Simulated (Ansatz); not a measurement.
# CH6BNOS: the cost of one run

Method: RKS r2SCAN-D4/cc-pVDZ, in Ansatz 0.2.0.

### Step 1. The system as given

Bond lengths: B1–C2 1.543 Å, C2–N3 1.444 Å, C2–O4 1.479 Å, C2–S5 1.843 Å, B1–H6 1.222 Å, B1–H7 1.198 Å, N3–H8 0.984 Å, N3–H9 1.047 Å, O4–H10 0.981 Å, S5–H11 1.386 Å. Angles: B1–C2–N3 107.6°, B1–C2–O4 109.6°, B1–C2–S5 111.0°, N3–C2–O4 108.6°, N3–C2–S5 109.2°, O4–C2–S5 110.7°, C2–B1–H6 123.9°, C2–B1–H7 121.9°, H6–B1–H7 114.1°, C2–N3–H8 112.4°, C2–N3–H9 110.7°, H8–N3–H9 106.9°, C2–O4–H10 102.4°, C2–S5–H11 94.3°.

Coordinates:

```xyz
11

B    -0.5519    1.1654    0.2871
C     0.2075   -0.1509    0.0216
N     0.4248   -0.7951    1.2956
O     1.5221    0.1484   -0.5860
S    -0.7732   -1.2706   -1.0652
H    -0.1442    2.2668   -0.0505
H    -1.6382    1.1797    0.7910
H    -0.4137   -1.1000    1.7101
H     1.0342   -1.6392    1.1847
H     1.2724    0.4899   -1.4708
H    -0.8746   -0.3514   -2.0969
```

### Step 2. Relaxing end A

File input.yaml:

```yaml
crystal:
  periodic: [false, false, false]
  atoms:
    - { symbol: B, position_ang: [-0.5519, 1.1654, 0.2871] }
    - { symbol: C, position_ang: [0.2075, -0.1509, 0.0216] }
    - { symbol: "N", position_ang: [0.4248, -0.7951, 1.2956] }
    - { symbol: O, position_ang: [1.5221, 0.1484, -0.586] }
    - { symbol: S, position_ang: [-0.7732, -1.2706, -1.0652] }
    - { symbol: H, position_ang: [-0.1442, 2.2668, -0.0505] }
    - { symbol: H, position_ang: [-1.6382, 1.1797, 0.791] }
    - { symbol: H, position_ang: [-0.4137, -1.1, 1.7101] }
    - { symbol: H, position_ang: [1.0342, -1.6392, 1.1847] }
    - { symbol: H, position_ang: [1.2724, 0.4899, -1.4708] }
    - { symbol: H, position_ang: [-0.8746, -0.3514, -2.0969] }
basis:
  gaussian: { orbitals: cc-pVDZ }
hamiltonian:
  xc: r2scan
  dispersion: d4
relax:
  f_tol: 0.02
  max_steps: 50
```

Launch:

```
> ansatz run input.yaml --threads 2 --pin off --max-ram 3072MiB --backend cpu --events-out ev --progress --plain --runs-dir out
```

What time and memory should one allow on 2 threads of Arm Neoverse V1, shared host?

About 2.3 min, with a peak of 0.2 GiB.
